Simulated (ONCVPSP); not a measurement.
**An ONCV potential for Lu, from input to tests**

Aim: build the potential from the settings below, then test how well it stands in for the atom: other configurations, scattering, ghost states and the plane-wave cutoff that it needs.

Method: ONCVPSP 4.0.1, PW91, scalar-relativistic.

## 1. Settings

The settings as typed:

```
element                 : lutetium (Lu, Z = 71)
type                    : optimised norm-conserving Vanderbilt (ONCV)
frozen core             : [Kr] 4d10
valence charge          : 25
reference configuration : 4f14 5s2 5p6 5d1 6s1 (charge +1)
partial waves           : 5s+6s: rc 1.90 bohr, ncon 4, nbas 8, qcut 5 1/bohr, 2 projectors; 5p: rc 2.25 bohr, ncon 4, nbas 7, qcut 5.2 1/bohr, 2 projectors, debl 0.5 Ha; 5d: rc 3.45 bohr, ncon 4, nbas 8, qcut 5.3 1/bohr, 3 projectors, debl 2.7 Ha; 4f: rc 0.80 bohr, ncon 3, nbas 7, qcut 18.5 1/bohr, 2 projectors, debl 3.5 Ha
local potential         : polynomial inside 0.55 bohr (lpopt 5, dvloc0 2 Ha)
core correction         : polynomial model core, fcfact 0.2
```

The outer shells as boxes (Hund's rule for the drawing; the calculation is spin-unpolarised):

```
[Kr] core
4d [↑↓][↑↓][↑↓][↑↓][↑↓]
4f [↑↓][↑↓][↑↓][↑↓][↑↓][↑↓][↑↓]
5s [↑↓]
5p [↑↓][↑↓][↑↓]
5d [↑ ][  ][  ][  ][  ]
6s [↑ ]
```

## 2. Generation

Lu.dat

```
# ATOM AND REFERENCE CONFIGURATION
# atsym  z   nc   nv     iexc    psfile
  Lu 71.00    9    5  -109134      upf
#
#   n    l    f
    1    0    2.00
    2    0    2.00
    2    1    6.00
    3    0    2.00
    3    1    6.00
    3    2   10.00
    4    0    2.00
    4    1    6.00
    4    2   10.00
    4    3   14.00
    5    0    2.00
    5    1    6.00
    5    2    1.00
    6    0    1.00
#
# PSEUDOPOTENTIAL AND OPTIMIZATION
# lmax
    3
#
#   l,   rc,      ep,       ncon, nbas, qcut
    0    1.90    0.00    4    8    5.00
    1    2.25    0.00    4    7    5.20
    2    3.45    0.00    4    8    5.30
    3    0.80    0.00    3    7   18.50
#
# LOCAL POTENTIAL
# lloc, lpopt,  rc(5),   dvloc0
    4    5    0.55    2.00
#
# VANDERBILT-KLEINMAN-BYLANDER PROJECTORs
# l, nproj, debl
    0    2    3.40
    1    2    0.50
    2    3    2.70
    3    2    3.50
#
# MODEL CORE CHARGE
# icmod, fcfact, rcfact
    1    0.20    0.00
#
# LOG DERIVATIVE ANALYSIS
# epsh1, epsh2, depsh
   -4.00    5.00    0.02
#
# OUTPUT GRID
# rlmax, drl
    6.00    0.01
#
# TEST CONFIGURATIONS
# ncnf
    4
# nvcnf
#   n    l    f
    5
    4    3   14.00
    5    0    2.00
    5    1    6.00
    5    2    1.00
    6    0    2.00
#
    5
    4    3   14.00
    5    0    2.00
    5    1    6.00
    5    2    1.00
    6    0    0.00
#
    5
    4    3   14.00
    5    0    2.00
    5    1    6.00
    5    2    0.00
    6    0    0.00
#
    5
    4    3   13.00
    5    0    2.00
    5    1    6.00
    5    2    1.00
    6    0    2.00
#
```

Launch:

```
oncvpsp.x < Lu.dat > Lu.out
```

What does the calculation give? Wanted: cutoffs for 1 and 0.1 mHa per electron, occupied waves; bound ghosts; GHOST(+) flags; largest test error; largest phase difference near zero energy, channels read; rms error of d²Exc/dn², without and with the model core; projector energies reset by the program.

The runs gave:

```
                                                quantity                                              value
  cutoffs for 1 and 0.1 mHa per electron, occupied waves                                  161 Ha and 338 Ha
                                            bound ghosts  s at -892.51 eV, p at -429.55 eV, d at -167.60 eV
                                          GHOST(+) flags                                         s at 59 eV
                            largest test error (AE − PS)                 +101 meV, for 4f13 5s2 5p6 5d1 6s2
largest phase difference near zero energy, channels read                                          0.050 rad
 rms error of d²Exc/dn², without and with the model core                                  4.60 and 2.37 mHa
                 projector energies reset by the program                                p: -1.413, 0.250 Ha
```

In words: It has a bound ghost (s, p, d), a state that the atom doesn't have, and that rules the file out. By total energies transferability is poor: the largest error is 101 meV on 10.2 eV, for 4f13 5s2 5p6 5d1 6s2. It counts as very hard, with 161 Ha needed at the looser tolerance. At the looser tolerance the 4f wave is the slowest; 5s needs 10 Ha. Near zero energy the largest phase difference among the channels read is 0.05 rad, in the d channel. The program also flags highly localised states, GHOST(+) (s).
